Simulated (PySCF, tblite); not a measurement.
# C6H8NS radical: geometry, infrared bands and EPR parameters

Aim: predict the infrared bands and EPR parameters of C6H8NS radical (`C=[C][C@@H](C=C)C(N)=S`).

The runs use tblite 0.8.0 and PySCF 2.14.0, with density-fitted response routines of our own; the level of theory stands in each step. All values are computed, except where a source is named. Atoms are numbered from 0 throughout.

## Step 1: Starting geometry

16 atoms, charge 0, multiplicity 2; geometry from: force field or distance geometry start.

Bonds of the start (Å): C0–C1 1.31, C1–C2 1.47, C2–C3 1.53, C3–C4 1.34, C2–C5 1.54, C5–N6 1.37, C5–S7 1.67, C0–H8 1.08, C0–H9 1.08, C2–H10 1.10, C3–H11 1.08, C4–H12 1.09, C4–H13 1.08, N6–H14 1.01, N6–H15 1.00.

## Step 2: Optimising the geometry with GFN2-xTB

The job: settings as JSON, then the geometry in Å.

```
{"job": {"kind": "relax", "xc": "GFN2-xTB", "basis": "xTB"}, "charge": 0, "multiplicity": 2}
C      2.581600     0.104700     0.602100
C      1.268600     0.079000     0.567100
C     -0.197400     0.041500     0.561600
C     -0.701000     1.064700    -0.457800
C     -1.544600     2.058700    -0.157900
C     -0.745900    -1.345300     0.172200
N     -0.221400    -1.953100    -0.938100
S     -1.936000    -2.115600     1.047700
H      3.146300    -0.742300     0.973200
H      3.105200     0.995300     0.294100
H     -0.570200     0.306300     1.559600
H     -0.348700     0.950500    -1.470900
H     -1.867800     2.755200    -0.927500
H     -1.931100     2.211800     0.833500
H     -0.569100    -2.860300    -1.204900
H      0.523900    -1.542200    -1.465100
```

Launch:

```sh
$ OMP_NUM_THREADS=1 python probes_run.py task.json out
```

One launch serves the whole session: the jobs run in the order shown.

What it wrote:

```text
step      E/eV     max force
  0    -623.64236    2.281
  1    -623.71228    1.979
  2    -623.74758    0.431
  3    -623.76131    0.360
  4    -623.77295    0.290
  5    -623.77627    0.184
  6    -623.77880    0.129
  7    -623.78158    0.114
  8    -623.78340    0.115
  9    -623.78455    0.094
 10    -623.78590    0.103
 11    -623.78723    0.101
 12    -623.78830    0.074
 13    -623.78904    0.071
 14    -623.78976    0.069
 15    -623.79058    0.070
 16    -623.79137    0.072
 17    -623.79192    0.048
 18    -623.79226    0.042
 19    -623.79260    0.045
 20    -623.79301    0.053
 21    -623.79347    0.061
 22    -623.79386    0.047
 23    -623.79419    0.045
 24    -623.79453    0.042
 25    -623.79497    0.062
 26    -623.79543    0.064
 27    -623.79586    0.053
 28    -623.79628    0.052
 29    -623.79676    0.056
 30    -623.79724    0.070
 31    -623.79761    0.046
 32    -623.79785    0.038
 33    -623.79803    0.030
 34    -623.79821    0.048
 35    -623.79837    0.040
 36    -623.79847    0.024
 37    -623.79854    0.025
 38    -623.79862    0.028
 39    -623.79876    0.043
 40    -623.79894    0.041
 41    -623.79912    0.034
 42    -623.79928    0.033
 43    -623.79946    0.037
 44    -623.79970    0.053
 45    -623.79999    0.048
 46    -623.80020    0.030
 47    -623.80034    0.023
 48    -623.80044    0.027
 49    -623.80052    0.029
 50    -623.80059    0.021
 51    -623.80066    0.017
 52    -623.80076    0.027
 53    -623.80082    0.027
 54    -623.80091    0.021
 55    -623.80096    0.022
 56    -623.80102    0.022
 57    -623.80108    0.027
 58    -623.80114    0.023
 59    -623.80121    0.026
 60    -623.80130    0.027
 61    -623.80143    0.041
 62    -623.80161    0.047
 63    -623.80183    0.034
 64    -623.80213    0.047
 65    -623.80261    0.074
 66    -623.79776    0.410
 67    -623.80364    0.125
 68    -623.80459    0.127
 69    -623.78820    0.509
 70    -623.80565    0.140
 71    -623.81076    0.169
 72    -623.80482    0.872
 73    -623.81600    0.422
 74    -623.82254    0.242
 75    -623.82900    0.134
 76    -623.83153    0.412
 77    -623.83675    0.176
 78    -623.84072    0.144
 79    -623.84581    0.200
 80    -623.85051    0.236
 81    -623.85682    0.209
 82    -623.87207    0.281
 83    -623.88683    0.348
 84    -623.89678    0.509
 85    -623.90533    0.275
 86    -623.91043    0.257
 87    -623.91563    0.376
 88    -623.91917    0.227
 89    -623.92280    0.123
 90    -623.92576    0.120
 91    -623.92824    0.193
 92    -623.93093    0.218
 93    -623.93258    0.161
 94    -623.93368    0.111
 95    -623.93469    0.078
 96    -623.93586    0.084
 97    -623.93691    0.110
 98    -623.93784    0.081
 99    -623.93875    0.083
100    -623.93978    0.085
101    -623.94067    0.074
102    -623.94130    0.062
103    -623.94183    0.061
104    -623.94246    0.069
105    -623.94312    0.072
106    -623.94363    0.054
107    -623.94393    0.050
108    -623.94419    0.043
109    -623.94450    0.043
110    -623.94492    0.047
111    -623.94521    0.047
112    -623.94545    0.042
113    -623.94573    0.050
114    -623.94615    0.067
115    -623.94671    0.070
116    -623.94744    0.075
117    -623.94838    0.075
118    -623.94956    0.068
119    -623.95071    0.072
120    -623.95154    0.064
121    -623.95192    0.061
122    -623.95221    0.034
123    -623.95239    0.051
124    -623.95261    0.038
125    -623.95278    0.039
126    -623.95305    0.041
127    -623.95338    0.047
128    -623.95399    0.053
129    -623.95490    0.062
130    -623.95584    0.085
131    -623.95665    0.081
132    -623.95732    0.084
133    -623.95817    0.067
134    -623.95925    0.075
135    -623.95986    0.069
136    -623.96030    0.052
137    -623.96057    0.035
138    -623.96084    0.043
139    -623.96108    0.046
140    -623.96138    0.038
141    -623.96157    0.032
142    -623.96166    0.018
143    -623.96170    0.033
144    -623.96174    0.022
145    -623.96177    0.014
146    -623.96179    0.010
```

It took 1 s on 1 thread of Arm Neoverse V1, shared host.

Relaxation path: (not every step is listed)

| step | energy from step 0 (eV) | largest force (eV/Å) |
| --- | --- | --- |
| 0 | 0.0000 | 2.2811 |
| 1 | -0.0699 | 1.9788 |
| 2 | -0.1052 | 0.4313 |
| 3 | -0.1189 | 0.3601 |
| 4 | -0.1306 | 0.2902 |
| 5 | -0.1339 | 0.1844 |
| 6 | -0.1364 | 0.1295 |
| 7 | -0.1392 | 0.1141 |
| 8 | -0.1410 | 0.1148 |
| 21 | -0.1511 | 0.0607 |
| 34 | -0.1558 | 0.0483 |
| 47 | -0.1580 | 0.0233 |
| 60 | -0.1589 | 0.0268 |
| 73 | -0.1736 | 0.4220 |
| 86 | -0.2681 | 0.2569 |
| 99 | -0.2964 | 0.0833 |
| 112 | -0.3031 | 0.0423 |
| 125 | -0.3104 | 0.0388 |
| 138 | -0.3185 | 0.0432 |
| 141 | -0.3192 | 0.0315 |
| 142 | -0.3193 | 0.0179 |
| 143 | -0.3193 | 0.0330 |
| 144 | -0.3194 | 0.0218 |
| 145 | -0.3194 | 0.0140 |
| 146 | -0.3194 | 0.0102 |

Close pairs (by a distance rule), those that changed most:

| bond | before (Å) | after (Å) | change (Å) |
| --- | --- | --- | --- |
| C5–S7 | 1.666 | 1.636 | -0.030 |
| C5–N6 | 1.370 | 1.341 | -0.029 |
| C2–C3 | 1.530 | 1.506 | -0.024 |
| C0–C1 | 1.314 | 1.294 | -0.020 |
| C3–C4 | 1.338 | 1.319 | -0.019 |
| C2–C5 | 1.541 | 1.525 | -0.016 |
| C4–H12 | 1.087 | 1.077 | -0.010 |
| C0–H8 | 1.084 | 1.092 | +0.009 |

The end geometry stands in the next job.

## Step 3: Infrared spectrum with GFN2-xTB

The job: settings as JSON, then the geometry in Å.

```
{"job": {"kind": "ir", "xc": "GFN2-xTB", "basis": "xTB"}, "charge": 0, "multiplicity": 2}
C      2.384681    -0.254244     0.621196
C      1.267476     0.397237     0.648131
C     -0.181902     0.269522     0.556775
C     -0.767122     1.151817    -0.513854
C     -1.747985     2.006257    -0.295773
C     -0.477397    -1.199383     0.272851
N     -0.073853    -1.680696    -0.912048
S     -1.180152    -2.151283     1.403114
H      2.475724    -1.338577     0.526565
H      3.331327     0.256982     0.724545
H     -0.630299     0.521206     1.522870
H     -0.330988     1.052913    -1.499265
H     -2.147727     2.623135    -1.082594
H     -2.192106     2.125983     0.678414
H     -0.160177    -2.667044    -1.091481
H      0.422901    -1.104881    -1.570857
```

What it wrote:

```text
mode    cm-1     km/mol
  1      31.3      5.06
  2      48.7      0.44
  3      76.4      4.84
  4     131.4      0.24
  5     202.8      6.79
  6     237.1      4.06
  7     283.6    168.94
  8     309.6     42.49
  9     344.8     15.96
 10     369.3      2.34
 11     437.2      8.00
 12     496.0     18.47
 13     526.7      6.58
 14     543.0     10.62
 15     643.6      0.52
 16     811.1      5.13
 17     859.8     23.87
 18     895.4     10.29
 19     904.2      8.56
 20     920.2      6.33
 21     957.5     10.17
 22    1008.3      2.44
 23    1015.9     17.49
 24    1109.2      9.73
 25    1165.9     94.42
 26    1209.0     32.31
 27    1232.3     23.53
 28    1293.0      9.71
 29    1364.0     45.35
 30    1380.7      4.21
 31    1408.6      2.28
 32    1477.8    268.43
 33    1705.2     19.18
 34    1802.6    122.53
 35    2860.7     25.28
 36    2947.6     12.44
 37    3043.3     19.02
 38    3053.8     33.02
 39    3103.7     11.69
 40    3129.7     39.68
 41    3450.7     29.05
 42    3517.9     10.45
```

Wall time 0.56 s (1 thread of Arm Neoverse V1, shared host).

The strongest bands and the atoms that carry them (share of the mass-weighted mode):

| cm⁻¹ | km/mol | atoms |
| --- | --- | --- |
| 284 | 168.9 | H15 43 %, H14 20 %, C1 17 % |
| 310 | 42.5 | C1 32 %, H15 13 %, C0 11 %, N6 10 % |
| 1166 | 94.4 | C5 37 %, H10 27 % |
| 1364 | 45.4 | C5 37 %, H15 27 %, H14 21 % |
| 1478 | 268.4 | N6 30 %, C5 26 %, H14 22 %, H15 19 % |
| 1803 | 122.5 | C1 59 %, C0 37 % |
| 3054 | 33.0 | H11 91 % |
| 3130 | 39.7 | H12 49 %, H13 40 % |

## Step 4: g tensor and hyperfine couplings: B3LYP/pcH-1

Settings changed since step 3:

```diff
@@ -1,2 +1,2 @@
-{"job": {"kind": "ir", "xc": "GFN2-xTB", "basis": "xTB"}, "charge": 0, "multiplicity": 2}
+{"job": {"kind": "epr", "basis": "pcH-1"}, "charge": 0, "multiplicity": 2}
 C      2.384681    -0.254244     0.621196
```

Level: UKS B3LYP, pcH-1 on C H N S, non-relativistic, mean-field spin-orbit, GIAO.

What it wrote:

```text
UKS, coarse grid
  cycle   1  E = -686.21426501  |g| = 3.87e-01
  cycle   2  E = -686.08088495  |g| = 6.33e-01
  cycle   3  E = -686.28199643  |g| = 1.90e-01
  cycle   4  E = -686.30024154  |g| = 4.47e-02
  cycle   5  E = -686.30125311  |g| = 1.79e-02
  cycle   6  E = -686.30141894  |g| = 5.88e-03
  cycle   7  E = -686.30145541  |g| = 1.97e-03
  cycle   8  E = -686.30146428  |g| = 1.46e-03
  cycle   9  E = -686.30146674  |g| = 6.98e-04
UKS, final grid
  cycle   1  E = -686.30143038  |g| = 1.04e-03
  cycle   2  E = -686.30142924  |g| = 1.94e-03
  cycle   3  E = -686.30143112  |g| = 2.18e-04
  cycle   4  E = -686.30143116  |g| = 1.66e-04
  cycle   5  E = -686.30143122  |g| = 8.17e-05
  cycle   6  E = -686.30143123  |g| = 2.31e-05
E = -686.30143123 Eh   <S^2> = 0.7595 (exact 0.7500)
g shifts (ppm)      1          2          3
  rmc          -157       -157       -157
  gc             15         22         15
  oz_so        -534        791       2477
  total        -675        656       2334
hyperfine (MHz)  atom isotope    a_iso     a_fc   dipolar eigenvalues
    0   13C      -7.46      -7.46    -16.87      2.00     14.87
    1   13C     266.58     266.71    -79.51    -59.78    139.29
    2   13C       7.75       7.75     -4.53     -3.71      8.24
    3   13C      20.77      20.77     -2.70     -1.47      4.16
    4   13C      -1.21      -1.21     -1.29     -0.02      1.31
    5   13C      65.88      65.93     -7.64     -5.69     13.32
    6   14N       0.59       0.58     -0.54      0.06      0.48
    7   33S       0.94       0.86     -7.10     -4.32     11.42
    8    1H     173.27     173.27     -4.25     -1.79      6.04
    9    1H     118.51     118.52     -6.28     -5.06     11.34
   10    1H      15.52      15.52     -6.34     -4.64     10.98
   11    1H      -1.53      -1.53     -3.39     -2.69      6.08
   12    1H       2.11       2.11     -0.91     -0.81      1.73
   13    1H       1.07       1.07     -1.54     -1.17      2.72
   14    1H       1.89       1.89     -1.41     -0.89      2.30
   15    1H       0.19       0.19     -2.72     -2.00      4.72
```

Wall time 99 s (1 thread of Arm Neoverse V1, shared host); peak memory 0.97 GiB.

Principal g values 2.00164, 2.00298, 2.00465; g(iso) = 2.00309, against 2.00232 for a free electron.

Hyperfine couplings, nucleus by nucleus at this fixed geometry (no averaging over rotations):

| nuclei | isotope | a(iso) (MHz) | a(iso) (G, at g = 2.0023) | largest dipolar term (MHz) |
| --- | --- | --- | --- | --- |
| C1 | 13C | 266.6 | 95.1 | 139.3 |
| H8 | 1H | 173.3 | 61.8 | 6.0 |
| H9 | 1H | 118.5 | 42.3 | 11.3 |
| C5 | 13C | 65.9 | 23.5 | 13.3 |
| C3 | 13C | 20.8 | 7.4 | 4.2 |
| H10 | 1H | 15.5 | 5.5 | 11.0 |
| C2 | 13C | 7.7 | 2.8 | 8.2 |
| C0 | 13C | -7.5 | -2.7 | -16.9 |
| H12 | 1H | 2.1 | 0.8 | 1.7 |
| H14 | 1H | 1.9 | 0.7 | 2.3 |
| H11 | 1H | -1.5 | -0.5 | 6.1 |
| C4 | 13C | -1.2 | -0.4 | 1.3 |
| H13 | 1H | 1.1 | 0.4 | 2.7 |
| S7 | 33S | 0.9 | 0.3 | 11.4 |

Mulliken spin populations:

C0 -0.16; C1 0.96; C2 -0.04; C3 0.01; C4 -0.01; C5 0.03; N6 0.00; S7 0.05; H8 0.09; H9 0.05; H10 0.01; H11 0.00; H12 0.00; H13 0.00; H14 0.00; H15 0.00

In first order the couplings over 0.8 MHz of 1H give 128 distinct lines over 112.0 G.

The fields below are evaluated on a grid from the run's orbitals.

ELF in a plane through or near 5 of the atoms.

Ten even steps from '0' (0.00) to '9' (1.00):
```
0000000000000000000000000000
0000000000000000000000000000
0000000000000000000000000000
0000002897000000000000000000
0000006999302551000000000000
0000005999426871001210000000
0000001663678971025531000000
0000015747652751257652100000
0000179996764866668545310000
0000079993014549738116410000
0000027610013657768645310000
0000000002565551257752100000
0000000013688641014541000000
0000000003446531000210000000
0000000003421100000000000000
0000000001210000000000000000
0000000000000000000000000000
0000000000000000000000000000
0000000000000000000000000000
0000000000000000000000000000
```
The map spans 12.1 Å across and 10.1 Å up, centred on the molecule. Atoms in the plane (x, y in Å): C0 (-2.0, 1.5), C1 (-0.7, 1.3), C4 (2.7, 0.3), H8 (-2.8, 0.7), H9 (-2.4, 2.5).

log10 of the density (e/Å³) in the same plane.

Values, 10 rows by 14 columns:
```
-4.0 -4.0 -4.0 -4.0 -4.0 -4.0 -4.0 -4.0 -4.0 -4.0 -4.0 -4.0 -4.0 -4.0
-4.0 -4.0 -4.0 -3.3 -2.6 -2.9 -3.5 -3.9 -4.0 -4.0 -4.0 -4.0 -4.0 -4.0
-4.0 -4.0 -3.2 -1.7 -0.4 -1.1 -1.6 -1.9 -2.7 -2.9 -3.0 -3.7 -4.0 -4.0
-4.0 -4.0 -2.7 -1.3  0.2  0.1  0.0 -0.8 -1.5 -1.4 -1.5 -2.2 -3.2 -4.0
-4.0 -3.9 -2.4 -0.8  0.2 -0.1  0.1 -0.1 -0.2 -0.1  0.0 -1.0 -2.4 -3.9
-4.0 -4.0 -2.9 -1.7 -1.3 -1.2 -0.4  0.0  0.0  0.0  0.0 -1.1 -2.4 -3.9
-4.0 -4.0 -4.0 -3.1 -1.5 -0.3  0.3 -0.5 -1.5 -1.5 -1.7 -2.3 -3.4 -4.0
-4.0 -4.0 -4.0 -3.5 -1.6 -0.7 -0.8 -1.4 -2.2 -3.0 -3.3 -4.0 -4.0 -4.0
-4.0 -4.0 -4.0 -4.0 -2.7 -2.0 -2.1 -2.5 -3.3 -4.0 -4.0 -4.0 -4.0 -4.0
-4.0 -4.0 -4.0 -4.0 -4.0 -3.7 -3.6 -4.0 -4.0 -4.0 -4.0 -4.0 -4.0 -4.0
```
The map spans 12.1 Å across and 10.1 Å up, centred on the molecule. Atoms in the plane (x, y in Å): C0 (-2.0, 1.5), C1 (-0.7, 1.3), C4 (2.7, 0.3), H8 (-2.8, 0.7), H9 (-2.4, 2.5).

On the surface of density 0.002 e/bohr³ the electrostatic potential runs, from the 1st to the 99th percentile, from -1.24 V near S7 to 2.20 V near H15.

The spin density lies nearest to C1 67 %; H8 7 %; C0 6 % (beta excess).

## Step 5: What came out

```
                                                                  quantity                  value
                                 strongest single infrared mode (GFN2-xTB)  1478 cm⁻¹, 268 km/mol
                                              zero-point energy (GFN2-xTB)          74.8 kcal/mol
                                                            g(iso) (B3LYP)                2.00309
                                                                      ⟨S²⟩     0.760 (exact 0.75)
                                                            largest a(iso)   13C on C1, 266.6 MHz
potential on the surface of density 0.002 e/bohr³, 1st and 99th percentile     -1.24 V and 2.20 V
```

Relaxing lowered the energy by 0.319 eV in 146 steps; the close pair that moved most is C5–S7, from 1.666 to 1.636 Å. No mode is imaginary among the 42: a minimum at this level. The strongest single mode, at 1478 cm⁻¹, is spread over several atoms, N6, C5, H14, H15 among them. GFN2-xTB is a fitted tight-binding method: band positions and strengths are rough. Its intensities can rank the bands wrongly. C1 carries the largest spin population, 0.96 e. The isotropic g lies 0.8 ppt above the free-electron value. These values are for one conformer; the search (at its own cheap level) found 2 more, at 0.04, 0.71 kcal/mol (those within 0.05 may be mirror or relabelled copies), and measured spectra average over such forms.
